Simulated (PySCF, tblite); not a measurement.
# C₆H₁₁BSSi: geometry, infrared bands and NMR shifts

What infrared bands and NMR shifts should C₆H₁₁BSSi (`C#C[C@@H]1B[Si@@H](SC)CC1`) show?

The runs use tblite 0.8.0 and PySCF 2.14.0, with density-fitted response routines of our own; the level of theory stands in each step. All values are computed, except where a source is named. Atoms are numbered from 0 throughout.

## (1) Starting geometry

20 atoms, charge 0, multiplicity 1; geometry from: force field or distance geometry start.

Bonds of the start (Å): C0–C1 1.19, C1–C2 1.49, C2–B3 1.59, B3–Si4 1.90, Si4–S5 2.15, S5–C6 1.82, Si4–C7 1.85, C7–C8 1.53, C8–C2 1.54, C0–H9 1.07, C2–H10 1.11, B3–H11 1.19, Si4–H12 1.47, C6–H13 1.11, C6–H14 1.11, C6–H15 1.12, C7–H16 1.11, C7–H17 1.12, C8–H18 1.11, C8–H19 1.11.

## (2) Optimising the geometry with GFN2-xTB

Job settings and geometry (Å):

```
{"job": {"kind": "relax", "xc": "GFN2-xTB", "basis": "xTB"}, "charge": 0, "multiplicity": 1}
C     -3.574300     0.933900     0.619300
C     -2.566800     0.310300     0.728400
C     -1.309900    -0.469200     0.884000
B     -0.078200     0.532600     0.812000
Si     0.710200     0.364000    -0.903900
S      2.645000    -0.561500    -0.790400
C      3.482500     0.945400    -0.192700
C     -0.557900    -0.840900    -1.503800
C     -1.167000    -1.499300    -0.258300
H     -4.482800     1.489400     0.520700
H     -1.336100    -0.991700     1.858000
H      0.628600     0.607700     1.762500
H      0.702400     1.610800    -1.685100
H      3.383200     1.759800    -0.934700
H      4.556800     0.733000    -0.044800
H      3.049300     1.259900     0.796500
H     -1.349400    -0.288500    -2.060300
H     -0.107100    -1.613100    -2.173000
H     -0.491000    -2.304300     0.087500
H     -2.142600    -1.967500    -0.501100
```

The run is started by

```console
OMP_NUM_THREADS=1 python probes_run.py task.json out
```

The driver reads the jobs from task.json and runs them one after another.

**Question.** This job is followed by: GFN2-xTB harmonic vibrations, gas phase; GIAO PBE0/pcSseg-1 NMR shielding, non-relativistic, gas phase. What will the session give for the following? strongest single infrared mode (GFN2-xTB); zero-point energy (GFN2-xTB); 13C shifts against TMS (PBE0/pcSseg-1); 1H shifts against TMS (PBE0/pcSseg-1, means over atoms taken as alike); 11B shifts against BF3·OEt2 (PBE0/pcSseg-1); 29Si shifts against TMS (PBE0/pcSseg-1); 33S shifts against CS2 (PBE0/pcSseg-1).

The runs gave:

| quantity | value |
| --- | --- |
| strongest single infrared mode (GFN2-xTB) | 2170 cm⁻¹, 326 km/mol |
| zero-point energy (GFN2-xTB) | 94.4 kcal/mol |
| 13C shifts against TMS (PBE0/pcSseg-1) | 100.5, 76.3, 43.8, 32.5, 14.5, 11.1 ppm |
| 1H shifts against TMS (PBE0/pcSseg-1, means over atoms taken as alike) | 6.63, 5.12, 3.81, 2.50, 2.15, 2.08, 1.90, 1.18, 1.06 ppm |
| 11B shifts against BF3·OEt2 (PBE0/pcSseg-1) | 57.8 ppm |
| 29Si shifts against TMS (PBE0/pcSseg-1) | -5.7 ppm |
| 33S shifts against CS2 (PBE0/pcSseg-1) | -219 ppm |

**Reading.** The optimisation took 117 steps and gained 0.620 eV; among the close pairs (by a distance rule), Si4–C7 changed most, from 1.849 to 1.912 Å. No mode is imaginary among the 54: a minimum at this level. The strongest single mode, at 2170 cm⁻¹, moves mainly H12. Unscaled tight-binding wavenumbers are off by several per cent, some by more. Its intensities can rank the bands wrongly. At PBE0/pcSseg-1: The largest span, 344 ppm, is at S5, where the paramagnetic term is -336 ppm.
